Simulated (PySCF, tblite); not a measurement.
# C7H12O2S: geometry, infrared bands and NMR shifts

Aim: predict the infrared bands and NMR shifts of C7H12O2S (`CC[C@@H]1C[C@H]2OCS[C@@H]1O2`).

Computed with tblite 0.8.0 and PySCF 2.14.0, with density-fitted response routines of our own, on a single molecule in the gas phase. Atoms are numbered from 0 throughout.

### Step 1. The starting structure

22 atoms, charge 0, multiplicity 1; geometry from: force field or distance geometry start.

Bonds of the start (Å): C0–C1 1.54, C1–C2 1.47, C2–C3 1.52, C3–C4 1.53, C4–O5 1.38, O5–C6 1.38, C6–S7 1.80, S7–C8 1.84, C8–O9 1.38, C8–C2 1.50, O9–C4 1.39, C0–H10 1.10, C0–H11 1.13, C0–H12 1.11, C1–H13 1.13, C1–H14 1.08, C2–H15 1.10, C3–H16 1.11, C3–H17 1.09, C4–H18 1.11, C6–H19 1.11, C6–H20 1.12, C8–H21 1.09.

### Step 2. Relaxing the molecule with GFN2-xTB

The job: settings as JSON, then the geometry in Å.

```
{"job": {"kind": "relax", "xc": "GFN2-xTB", "basis": "xTB"}, "charge": 0, "multiplicity": 1}
C      2.681400     0.406200     0.239300
C      1.752000    -0.799600     0.031400
C      0.471600    -0.289600    -0.475900
C     -0.104700     0.684900     0.545400
C     -1.213300    -0.155700     1.179800
O     -2.474900     0.378500     1.000800
C     -2.815000     0.705000    -0.292200
S     -1.985500    -0.373400    -1.472800
C     -0.645400    -1.279000    -0.603000
O     -1.078900    -1.448800     0.698500
H      3.633900     0.276100    -0.293100
H      2.177400     1.291000    -0.258600
H      2.774300     0.661900     1.314300
H      1.599700    -1.225000     1.063300
H      2.278100    -1.509900    -0.597400
H      0.666600     0.245500    -1.418000
H      0.677000     0.962900     1.276900
H     -0.503500     1.539000    -0.011600
H     -0.999600    -0.203900     2.267300
H     -2.602700     1.786600    -0.460000
H     -3.919300     0.560700    -0.433900
H     -0.379500    -2.194200    -1.140200
```

Command:

```console
$ OMP_NUM_THREADS=1 python probes_run.py task.json out
```

One launch serves the whole session: the jobs run in the order shown.

**Question.** This job is followed by: GFN2-xTB harmonic vibrations, gas phase; GIAO PBE0/pcSseg-1 NMR shielding, non-relativistic, gas phase. Predict these results of the whole session: strongest single infrared mode (GFN2-xTB); zero-point energy (GFN2-xTB); 13C shifts against TMS (PBE0/pcSseg-1); 1H shifts against TMS (PBE0/pcSseg-1, means over atoms taken as alike); 17O shifts against H2O (PBE0/pcSseg-1); 33S shifts against CS2 (PBE0/pcSseg-1).

**Answer**, as computed:

```
                                                              quantity                                                           value
                             strongest single infrared mode (GFN2-xTB)                                            1083 cm⁻¹, 93 km/mol
                                          zero-point energy (GFN2-xTB)                                                  114.9 kcal/mol
                                13C shifts against TMS (PBE0/pcSseg-1)                   106.7, 93.2, 66.3, 53.8, 38.4, 34.0, 14.7 ppm
1H shifts against TMS (PBE0/pcSseg-1, means over atoms taken as alike)  5.60, 5.55, 4.94, 4.88, 2.51, 2.31, 1.81, 1.49, 1.10, 1.04 ppm
                                17O shifts against H2O (PBE0/pcSseg-1)                                                 116.6, 90.7 ppm
                                33S shifts against CS2 (PBE0/pcSseg-1)                                                          81 ppm
```

In words: Relaxing lowered the energy by 1.139 eV in 92 steps; the close pair that moved most is C1–C2, from 1.469 to 1.529 Å. No mode is imaginary among the 60: a minimum at this level. The strongest single mode, at 1083 cm⁻¹, has its largest shares on H17, O9 and C4 (the list is cut at 3 atoms). Unscaled tight-binding wavenumbers are off by several per cent, some by more. Its intensities can rank the bands wrongly. At PBE0/pcSseg-1: The widest tensor belongs to S7: span 404 ppm, with a paramagnetic part of -632 ppm.
